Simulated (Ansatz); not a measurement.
# Bi2S2O (P4/nmm): relaxation of cell and ions in Python

What cell does Bi2S2O (P4/nmm) relax to? Wanted for Bi2S2O (P4/nmm): a relaxation of cell and ions.

Program: Ansatz 0.2.0, driven from Python. Level of theory: DFT LDA, plane waves, PAW. These are calculated values, not measurements.

**1. The structure**

It takes space group P4/nmm (No. 129, tetragonal). The conventional cell has a = 3.954 Å, b = 3.954 Å, c = 14.051 Å, α = 90.00°, β = 90.00°, γ = 90.00°. Bi (site symmetry 4mm) has 5 S at 2.52 to 2.82 Å as nearest neighbours. Around Bi (site symmetry 4mm) lie 4 O at 2.34 Å. Around S (site symmetry 4mm) lie 4 Bi at 2.82 Å. S (site symmetry 4mm) has 1 Bi at 2.52 Å as nearest neighbours. O (site symmetry -4m2) is surrounded by 4 Bi at 2.34 Å.

bi2s2o.cif, read by the script:

```cif
data_Bi2S2O
_cell_length_a 3.954101
_cell_length_b 3.954101
_cell_length_c 14.050580
_cell_angle_alpha 90.00000
_cell_angle_beta 90.00000
_cell_angle_gamma 90.00000
_symmetry_space_group_name_H-M 'P 1'
_symmetry_Int_Tables_number 1
loop_
_symmetry_equiv_pos_as_xyz
'x, y, z'
loop_
_atom_site_label
_atom_site_type_symbol
_atom_site_fract_x
_atom_site_fract_y
_atom_site_fract_z
Bi1 Bi    0.000000    0.500000    0.866496
Bi2 Bi    0.500000    0.000000    0.133504
Bi3 Bi    0.500000    0.000000    0.589093
Bi4 Bi    0.000000    0.500000    0.410907
S5 S    0.500000    0.000000    0.894313
S6 S    0.000000    0.500000    0.105687
S7 S    0.000000    0.500000    0.687488
S8 S    0.500000    0.000000    0.312512
O9 O    0.000000    0.000000    0.500000
O10 O    0.500000    0.500000    0.500000
```

**2. The code**

vcrelax.py

```python
"""Relax cell and ions of Bi2S2O."""

from collections import Counter
from pathlib import Path
import json

import ansatz as az
from ase import Atoms
from ase.io import read
from ase.io import write
from ase.io.cube import read_cube_data
from ase.neighborlist import neighbor_list
from ase.units import Bohr
import matplotlib.pyplot as plt
import numpy as np

def edges_and_angles(cell):
    cell = np.asarray(cell)
    a, b, c = np.linalg.norm(cell, axis=1)
    cosines = cell[1] @ cell[2] / (b * c), cell[0] @ cell[2] / (a * c), cell[0] @ cell[1] / (a * b)
    return (a, b, c, *np.degrees(np.arccos(cosines)))

atoms = read("bi2s2o.cif")
system = az.Crystal.from_ase(atoms)

# every cell quantity that the symmetry leaves free
calculation = system.calculation()
calculation = calculation.occupations("Gaussian", width=0.02)
calculation = calculation.functional("LDA").kpoints(mesh=(5, 5, 2))
calculation = calculation.relax(force_tolerance=0.01, cell=True).density()
calculation = calculation.output_files(volumetric_format="cube")
outcome = calculation.run(events_out="events.ndjson")
with open("events.ndjson") as stream:
    events = [json.loads(line) for line in stream]
steps = [e["data"] for e in events if e["event"] == "relax_step"]
summary = outcome.report
for s in steps:
    flag = "" if s["accepted"] else "  (rejected)"
    print("step %2d  E = %.5f eV  largest force component = %.4f eV/A%s" % (s["step"], s["lagrangian_ev"], s["allowed_force_max_ev_ang"], flag))

first, last = steps[0], steps[-1]
symbols = [site.symbol for site in outcome.lattice.sites]
print(f"energy gained {first['lagrangian_ev'] - last['lagrangian_ev']:.4f} eV in {len(steps) - 1} steps")
for label, vectors in (("before", first["cell_ang"]), ("after", outcome.lattice.cell_ang)):
    print(label, "a b c (A) {:.4f} {:.4f} {:.4f}  angles {:.2f} {:.2f} {:.2f}".format(*edges_and_angles(vectors)), f" V = {abs(np.linalg.det(vectors)):.3f} A^3")
print("final stress xx yy zz (GPa, compression positive):", np.round(np.diag(summary["stress_gpa"]), 3) + 0.0)

final = Atoms(symbols, positions=last["positions_ang"], cell=outcome.lattice.cell_ang, pbc=True)
i, j, d = neighbor_list("ijd", final, 4.5)
print("neighbours within 1.15 times the shortest distance of each atom (A)")
for atom in range(len(final)):
    near = [m for m in np.argsort(d) if i[m] == atom]
    shell = [m for m in near if d[m] < 1.15 * d[near[0]]]
    print(f"{symbols[atom]}{atom} ({len(shell)}):", ", ".join(f"{symbols[j[m]]} {d[m]:.3f}" for m in shell))

print("relaxed fractional positions")
for site in outcome.lattice.sites:
    print(f"  {site.symbol:2s}", " ".join(f"{v % 1:8.5f}" for v in np.round(site.position_frac, 5)))

relaxed = Atoms(symbols, positions=[site.position_ang for site in outcome.lattice.sites], cell=outcome.lattice.cell_ang, pbc=True)
write("relaxed.extxyz", relaxed, format="extxyz")

fig, (top, bottom) = plt.subplots(2, 1, sharex=True, figsize=(4.5, 4))
top.plot([s["lagrangian_ev"] - last["lagrangian_ev"] for s in steps], "o-")
top.set_ylabel("E - E(final) (eV)")
bottom.semilogy([max(s["allowed_force_max_ev_ang"], 1e-6) for s in steps], "s-")
bottom.set(xlabel="step", ylabel="largest force (eV/A)")
fig.tight_layout()
fig.savefig("relax.png", dpi=100)

energy = summary["free_energy_ev"]
print("Bi2S2O: {:.6f} eV = {:.6f} Ry = {:.6f} Ha".format(energy, energy / 13.605693, energy / 27.211386))
print("Fermi level {:.4f} eV, {} k-points, {} symmetry operations".format(summary["fermi_energy_ev"], summary["n_kpoints"], summary["n_symmetry_ops"]))

told = Counter((n["data"]["severity"], n["data"]["kind"]) for n in outcome.notices if n["event"] == "notice")
for (severity, kind), count in sorted(told.items()):
    print(f"{severity:8s} {kind} x{count}")

# cube files hold the density in electrons per cubic bohr
folder = Path(outcome.write_results("cubes"))
print("\n".join((folder / "rho.cube").read_text().splitlines()[: 6 + 6]))
values, cube_atoms = read_cube_data(str(folder / "rho.cube"))
print("electrons from the file:", round(values.mean() * cube_atoms.get_volume() / Bohr ** 3, 3))
```

**3. What the engine is handed**

The package turns the script's settings into the engine's input:

```yaml
crystal:
  lattice:
    - [3.954101, 0.0, 0.0]
    - [0.0, 3.954101, 0.0]
    - [0.0, 0.0, 14.05058]
  atoms:
    - { symbol: Bi, position: [0.0, 0.5, 0.8664959999999998] }
    - { symbol: Bi, position: [0.5, 0.0, 0.133504] }
    - { symbol: Bi, position: [0.5, 0.0, 0.5890929999999999] }
    - { symbol: Bi, position: [0.0, 0.5, 0.410907] }
    - { symbol: S, position: [0.5, 0.0, 0.894313] }
    - { symbol: S, position: [0.0, 0.5, 0.10568699999999999] }
    - { symbol: S, position: [0.0, 0.5, 0.687488] }
    - { symbol: S, position: [0.5, 0.0, 0.31251199999999996] }
    - { symbol: O, position: [0.0, 0.0, 0.5] }
    - { symbol: O, position: [0.5, 0.5, 0.5] }
kpoints:
  mp_grid:
    grid: [5, 5, 2]
hamiltonian:
  xc: lda
scf:
  occupations:
    method: gaussian
    width: 0.02
relax:
  f_tol: 0.01
  cell: {}
output:
  write_density: true
  volumetric_format: cube
```

**4. Running it**

Command:

```
> python vcrelax.py
```

Without the output at hand: what should come out? Wanted: free energy; moves of the relaxation; energy gained; last largest force component; relaxed conventional cell; space group at the end.

The runs gave:

| quantity | value |
| --- | --- |
| free energy | -52934.0786 eV (-5293.4079 eV/atom) |
| moves of the relaxation | 6 |
| energy gained (ahead of the last change of basis) | 11.6 meV/atom |
| last largest force component | 0.0002 eV/Å |
| relaxed conventional cell | a = 3.905 Å, b = 3.905 Å, c = 13.705 Å, α = 90.00°, β = 90.00°, γ = 90.00° |
| space group at the end | P4/nmm |

In words: Over 6 moves the cell shrank by 4.9 % in volume, and the space group stayed P4/nmm. What to keep in mind:
- Only differences from the Fermi energy are physical; the zero of the scale is a convention.
- Energies along a relaxation are free energies. Rows at an unchanged volume are solved on a plane-wave basis chosen afresh for that cell, so the energy jumps there and such rows are no steps of the walk.
- In a crystal with a gap the Fermi level's place inside it depends on smearing and mesh.
- Spin-orbit coupling, which matters for elements this heavy, is left out.
- Grid values close to the nuclei reflect the PAW or pseudopotential construction, not the all-electron fields.
- This cell is a computed structure, which may not be the phase found in nature.
